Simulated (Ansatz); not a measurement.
input.yaml

```yaml
accuracy: low
crystal:
  lattice:
    - [0.0, 0.0, 5.397738]
    - [6.578388, -2.70657, 2.698869]
    - [6.578388, 2.70657, 2.698869]
  atoms:
    - { symbol: Li, position: [0.0, 0.0, 0.0] }
    - { symbol: Li, position: [0.75, 0.25, 0.25] }
    - { symbol: B, position: [0.12548, 0.89052, 0.35948] }
    - { symbol: B, position: [0.87548, 0.60948, 0.14052] }
    - { symbol: H, position: [0.35046, 0.84556, 0.40444] }
    - { symbol: H, position: [0.10046, 0.65444, 0.09556] }
    - { symbol: H, position: [0.59932, 0.22331, 0.87293] }
    - { symbol: H, position: [0.19556, 0.27669, 0.62707] }
    - { symbol: H, position: [0.44556, 0.37707, 0.02669] }
    - { symbol: H, position: [0.34932, 0.12293, 0.47331] }
    - { symbol: H, position: [0.12038, 0.11952, 0.13048] }
    - { symbol: H, position: [0.87038, 0.38048, 0.36952] }
    - { symbol: Li, position: [0.5, 0.5, 0.5] }
    - { symbol: Li, position: [0.25, 0.75, 0.75] }
    - { symbol: B, position: [0.62548, 0.39052, 0.85948] }
    - { symbol: B, position: [0.37548, 0.10948, 0.64052] }
    - { symbol: H, position: [0.85046, 0.34556, 0.90444] }
    - { symbol: H, position: [0.60046, 0.15444, 0.59556] }
    - { symbol: H, position: [0.09932, 0.72331, 0.37293] }
    - { symbol: H, position: [0.69556, 0.77669, 0.12707] }
    - { symbol: H, position: [0.94556, 0.87707, 0.52669] }
    - { symbol: H, position: [0.84932, 0.62293, 0.97331] }
    - { symbol: H, position: [0.62038, 0.61952, 0.63048] }
    - { symbol: H, position: [0.37038, 0.88048, 0.86952] }
basis:
  ecutwfc: 500.0
kpoints:
  mp_grid: { grid: [2, 2, 2] }
hamiltonian:
  xc: r2scan
  dispersion: d3bj
scf:
  occupations: { method: fermi_dirac, width: 0.05 }
  lower_state_search: "off"
md:
  timestep: 0.5
  n_steps: 80
  ensemble: nvt_langevin
  temperature: 500.0
  initial_velocities: maxwell_boltzmann
  seed: 995360
  friction: 0.005
```

Run as:

```bash
$ ansatz run input.yaml --threads 1 --pin off --max-ram 3072MiB --backend cpu --events-out ev --progress --plain --runs-dir out
```

Hardware: 1 thread of Arm Neoverse V1, with other jobs on the host.

**Question.** Roughly how long does this run take, and how much memory?

**Answer.** 15 min, with a peak of 0.79 GiB, for 81 ionic steps.
